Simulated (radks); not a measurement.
# Ti³⁺ in [Ar] 4d1: an all-electron calculation

What are the levels of the titanium ion Ti3+, how large are its shells, and how does its energy divide?

The numbers are computed with radks (a radial shooting solver on a logarithmic mesh, Libxc functionals) version 1 (Dirac Kohn-Sham, PBEsol, spin-unpolarised, spherical densities, finite nucleus; open shells fill j = l - 1/2 first), except any that are marked as measured or tabulated.

## 1. The atom as given

```
element            : titanium (Z = 22)
charge             : +3
electrons          : 19
configuration      : [Ar] 4d1
nuclear rms radius : 3.5921 fm
```

## 2. The calculation

Input:

```text
Z 22
configuration [Ar] 4d1 4s0 3d0
relativity Dirac
functional pbe_sol,pbe_sol
spin unpolarised
j_filling energy
nucleus finite rms 3.5921 fm
c 137.035999084
```

Q: Predict the outcome of this run.

**Answer**, as computed:

| quantity | value |
| --- | --- |
| total energy | -849.96927 hartree |
| exchange-correlation share of it | 4.67 % |
| −T/E | 1.0098 |
| highest occupied level | 4d3/2, -16.567 eV |
| most extended occupied level | 4d3/2, <r> = 3.58 bohr |
| radius at density 0.001 e/bohr³ | 4.38 bohr |
| maxima of the radial density | 4 |

4 principal shells are occupied and 4 maxima appear in the radial density. −T/E is 1.010: with relativity the kinetic term as defined here no longer equals −E. This is not the tabulated ground configuration, so its levels and sizes aren't those of the ground state, and no measured value stands beside it.
